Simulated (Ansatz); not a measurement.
# H6SSn: the cost of one run

Program: Ansatz 0.2.0. Level of theory: RKS r2SCAN-D4/def2-mTZVP. These are calculated values, not measurements.

1 further run of the same task is left out (it didn't finish).

## (1) The starting structure

Bond lengths: Sn1–H3 1.740 Å, Sn1–H4 1.739 Å, Sn1–H5 1.739 Å, Sn1–S6 2.740 Å, S6–H7 1.400 Å. Angles: H3–Sn1–H4 109.5°, H3–Sn1–H5 109.5°, H3–Sn1–S6 178.9°, H4–Sn1–H5 109.5°, H4–Sn1–S6 70.0°, H5–Sn1–S6 70.0°, Sn1–S6–H7 109.5°.

Structure file:

```xyz
8

Sn    0.0000    0.0000    0.0000
H     0.0000    0.0000    2.0900
H     1.6408    0.0000   -0.5794
H    -0.8195    1.4198   -0.5794
H    -0.8195   -1.4198   -0.5794
S    -2.6002    0.0000    0.8640
H    -3.3558   -0.8728    0.0720
H    -1.0314    0.0000    2.1012
```

## (2) Pulling towards end A

Springs on the bonds that form and break draw the guess towards this end; the thresholds are loose.

Contents of input.yaml:

```yaml
crystal:
  periodic: [false, false, false]
  atoms:
    - { symbol: Sn, position_ang: [0.0, 0.0, 0.0] }
    - { symbol: H, position_ang: [0.0, 0.0, 2.09] }
    - { symbol: H, position_ang: [1.6408, 0.0, -0.5794] }
    - { symbol: H, position_ang: [-0.8195, 1.4198, -0.5794] }
    - { symbol: H, position_ang: [-0.8195, -1.4198, -0.5794] }
    - { symbol: S, position_ang: [-2.6002, 0.0, 0.864] }
    - { symbol: H, position_ang: [-3.3558, -0.8728, 0.072] }
    - { symbol: H, position_ang: [-1.0314, 0.0, 2.1012] }
basis:
  gaussian: { orbitals: def2-mTZVP }
hamiltonian:
  xc: r2scan
  dispersion: d4
relax:
  f_tol: 0.15
  max_steps: 25
  restrain:
    - { distance: [0, 5], at: 3.64, k: 30.0 }
    - { distance: [7, 1], at: 1.86, k: 30.0 }
    - { distance: [0, 1], at: 1.74, k: 30.0 }
    - { distance: [7, 5], at: 1.4, k: 30.0 }
output:
  orbitals: {}
```

Launch:

```sh
> ansatz run input.yaml --threads 2 --pin off --max-ram 3072MiB --backend cpu --events-out ev --progress --plain --runs-dir out
```

**Question.** How long does this run take on 2 threads of Arm Neoverse V2, shared host, and how much memory does it need?

About 18 s, with a peak of 0.15 GiB.
